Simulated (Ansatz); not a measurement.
# Ta: the cost of one run

Computed with Ansatz 0.2.0 (DFT PBE, scalar-relativistic, plane waves, PAW, unless a step's input says otherwise).

## Step 1: The structure to begin with

It takes space group Im-3m (No. 229, cubic). The conventional cell has a = 3.303 Å, b = 3.303 Å, c = 3.303 Å, α = 90.00°, β = 90.00°, γ = 90.00°. Around Ta (site symmetry m-3m) lie 8 Ta at 2.86 Å.

As a file:

```
Ta
1.0
    -1.65128    1.65128    1.65128
     1.65128   -1.65128    1.65128
     1.65128    1.65128   -1.65128
Ta
1
Direct
  0.00000 0.00000 0.00000
```

No relaxation comes first: the listed cell is the starting point.

## Step 2: The reference cell

The reference gives a free energy of -9932.2559 eV, pressure 3.14 GPa, largest force 0.000 eV/Å and gap on the mesh none (metal). It was computed beforehand with the settings of the runs below.

## Step 3: The scan: a strain scan

The cell is strained by ε times the Voigt pattern (0, 0, 0, 0, 1, 0) (xx, yy, zz, yz, xz, xy; engineering shear), with fractional coordinates fixed (clamped ions). The stress on the pattern is the sum of the stress components weighted by it, tension positive.

## Step 4: Point ε = -0.0200

Input file input.yaml:

```yaml
crystal:
  lattice:
    - [-1.6677928, 1.65128, 1.6677928]
    - [1.6347672, -1.65128, 1.6347672]
    - [1.6677928, 1.65128, -1.6677928]
  atoms:
    - { symbol: Ta, position: [0.0, 0.0, 0.0] }
basis:
  ecutwfc: 420
kpoints:
  mp_grid: { grid: [20, 20, 20] }
hamiltonian:
  xc: pbe
scf:
  occupations: { method: gaussian, width: 0.15 }
output:
  forces: true
  stress: true
  eigenvalues: true
```

Started as:

```bash
$ ansatz run input.yaml --threads 1 --pin off --max-ram 2560MiB --backend cpu --events-out ev --progress --plain --runs-dir out
```

Q: Estimate wall time and peak memory on 1 thread of Intel Xeon Platinum 8259CL at 2.50GHz (Skylake/Cascade Lake), shared host.

About 14 s, with a peak of 0.56 GiB.
